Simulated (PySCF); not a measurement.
# C2H8O2Si: the cost of one run

Programs: PySCF 2.14.0, with density-fitted response routines of our own. Each step states its level of theory. These are calculated values for one molecule in the gas phase, unless marked as measured. Atoms count from 0, in the outputs and in this text.

## 1. The molecule as given

13 atoms, charge 0, multiplicity 1; geometry from: GFN2-xTB. The atoms were then displaced at random by about 0.01 Å, so the start is not that level's minimum.

Bonds of the start (Å): C0–O1 1.42, O1–Si2 1.65, Si2–C3 1.85, Si2–O4 1.61, C0–H5 1.09, C0–H6 1.08, C0–H7 1.10, Si2–H8 1.45, C3–H9 1.08, C3–H10 1.11, C3–H11 1.11, O4–H12 0.94.

## 2. Relaxing the molecule at PBE0-D3(BJ)/def2-SVP

What the job is given:

```
{"job": {"xc": "PBE0", "basis": "def2-SVP", "d3": "d3bj", "grid": 1, "shake": 0.01, "kind": "geom"}, "charge": 0, "multiplicity": 1}
C      1.620520    -1.223900     0.278040
O      1.046990     0.051240     0.536420
Si    -0.150450     0.823870    -0.291640
C     -1.751220    -0.097230    -0.276630
O     -0.335930     2.202860     0.526710
H      0.821390    -1.962770     0.232270
H      2.310430    -1.437700     1.075650
H      2.149320    -1.187220    -0.684910
H      0.317560     1.100780    -1.633870
H     -1.720720    -1.048210    -0.793470
H     -2.572660     0.483180    -0.739760
H     -2.103170    -0.309710     0.749500
H      0.373750     2.587940     1.011360
```

On the command line:

```sh
$ OMP_NUM_THREADS=1 python probes_run.py task.json out
```

One launch serves the whole session: the jobs run in the order shown.

**Question.** How long does this first job take on 1 thread of Arm Neoverse N1, shared host, and how much memory does it need?

About 77 s, with a peak of 0.47 GiB.
